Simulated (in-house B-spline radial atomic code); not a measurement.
# Er¹⁵⁺: binding energies from hole states

Aim: binding energies of the shells of Er¹⁵⁺, from runs with electrons taken out, set against the orbital energies of the parent.

The numbers are computed with in-house B-spline radial atomic code version 1 (Dirac-Hartree-Fock, average of configuration, Fermi nucleus, basis-set limit), except any that are marked as measured or tabulated.

## 1. What is computed

* element: erbium (Z = 68)
* charge: +15
* electrons: 53
* configuration: [Kr] 4d10 4f7
* Hamiltonian: Dirac-Coulomb
* nucleus: Fermi, rms radius 5.252 fm

The outer shells:

[Kr] 4d10 4f7
```
[Kr] core
4d [↑↓][↑↓][↑↓][↑↓][↑↓]
4f [↑ ][↑ ][↑ ][↑ ][↑ ][↑ ][↑ ]
```

The boxes draw the filling by Hund's rule, which heavy ions in jj coupling don't follow; these runs average over all states of the configuration.

The run's settings:

```ini
Z = 68
electrons = 53.0
configuration = [Kr] 4d10 4f7
hamiltonian = dirac
method = hf
spin_polarised = False
nucleus = fermi
rms_radius = 5.2516
mass_number = 166
atomic_mass = 165.930301067
speed_of_light = 137.035999084
```

The reference is known from an earlier run: -13018.620614 hartree in all. Up to eight levels, counted from the top:

| orbital | occupation | energy (eV) | <r> (bohr) |
| --- | --- | --- | --- |
| 3d5/2 | 6 | -1776.79 | 0.2051 |
| 4s1/2 | 2 | -793.68 | 0.5024 |
| 4p1/2 | 2 | -705.78 | 0.5097 |
| 4p3/2 | 4 | -659.40 | 0.5363 |
| 4d3/2 | 4 | -512.60 | 0.5538 |
| 4d5/2 | 6 | -503.79 | 0.5630 |
| 4f5/2 | 3 | -329.39 | 0.5983 |
| 4f7/2 | 4 | -327.88 | 0.6028 |

## 2. The 3d5/2 hole

In configurations, a minus sign after the shell means j = l − 1/2 and a plus sign j = l + 1/2; the count of electrons follows.

The run's settings:

```ini
Z = 68
electrons = 52.0
configuration = 1s2 2s2 2p6 3s2 3p6 3d-4 3d+5 4s2 4p6 4d10 4f7
hamiltonian = dirac
method = hf
spin_polarised = False
nucleus = fermi
rms_radius = 5.2516
mass_number = 166
atomic_mass = 165.930301067
speed_of_light = 137.035999084
```

## 3. The 4s hole

Settings: those of step 2 with these lines changed.

```diff
@@ -2,3 +2,3 @@
 electrons = 52.0
-configuration = 1s2 2s2 2p6 3s2 3p6 3d-4 3d+5 4s2 4p6 4d10 4f7
+configuration = 1s2 2s2 2p6 3s2 3p6 3d10 4s1 4p6 4d10 4f7
 hamiltonian = dirac
```

## 4. The 4p1/2 hole

Settings: those of step 3 with these lines changed.

```diff
@@ -2,3 +2,3 @@
 electrons = 52.0
-configuration = 1s2 2s2 2p6 3s2 3p6 3d10 4s1 4p6 4d10 4f7
+configuration = 1s2 2s2 2p6 3s2 3p6 3d10 4s2 4p-1 4p+4 4d10 4f7
 hamiltonian = dirac
```

## 5. The 4p3/2 hole

Settings: those of step 4 with these lines changed.

```diff
@@ -2,3 +2,3 @@
 electrons = 52.0
-configuration = 1s2 2s2 2p6 3s2 3p6 3d10 4s2 4p-1 4p+4 4d10 4f7
+configuration = 1s2 2s2 2p6 3s2 3p6 3d10 4s2 4p-2 4p+3 4d10 4f7
 hamiltonian = dirac
```

## 6. The 4d3/2 hole

Settings: those of step 5 with these lines changed.

```diff
@@ -2,3 +2,3 @@
 electrons = 52.0
-configuration = 1s2 2s2 2p6 3s2 3p6 3d10 4s2 4p-2 4p+3 4d10 4f7
+configuration = 1s2 2s2 2p6 3s2 3p6 3d10 4s2 4p6 4d-3 4d+6 4f7
 hamiltonian = dirac
```

## 7. The 4d5/2 hole

Settings: those of step 6 with these lines changed.

```diff
@@ -2,3 +2,3 @@
 electrons = 52.0
-configuration = 1s2 2s2 2p6 3s2 3p6 3d10 4s2 4p6 4d-3 4d+6 4f7
+configuration = 1s2 2s2 2p6 3s2 3p6 3d10 4s2 4p6 4d-4 4d+5 4f7
 hamiltonian = dirac
```

## 8. The 4f hole

Settings: those of step 7 with these lines changed.

```diff
@@ -2,3 +2,3 @@
 electrons = 52.0
-configuration = 1s2 2s2 2p6 3s2 3p6 3d10 4s2 4p6 4d-4 4d+5 4f7
+configuration = 1s2 2s2 2p6 3s2 3p6 3d10 4s2 4p6 4d10 4f6
 hamiltonian = dirac
```

Q: What does each hole state cost in eV, and how does that compare with the orbital energies or single holes?

As calculated:

| hole | ΔSCF (eV) | with Breit, QED, recoil (eV) | −ε of the parent (eV) | −ε less ΔSCF (eV) |
| --- | --- | --- | --- | --- |
| 3d5/2 | 1758.48 | 1757.10 | 1776.79 | 18.31 |
| 4s | 789.66 | 788.21 | 793.68 | 4.02 |
| 4p1/2 | 701.85 | 700.61 | 705.78 | 3.92 |
| 4p3/2 | 655.96 | 655.22 | 659.40 | 3.44 |
| 4d3/2 | 509.32 | 508.97 | 512.60 | 3.28 |
| 4d5/2 | 500.67 | 500.49 | 503.79 | 3.12 |
| 4f | 325.77 | 325.85 | - | - |

Koopmans' values overshoot, as they freeze the orbitals; relaxation lowers the cost by 18.3 eV for 3d5/2 and 3.12 eV for 4d5/2. A dash stands where an open shell is averaged over j, so that no single parent level belongs to the hole. Values are for the free ion, measured from the vacuum level.
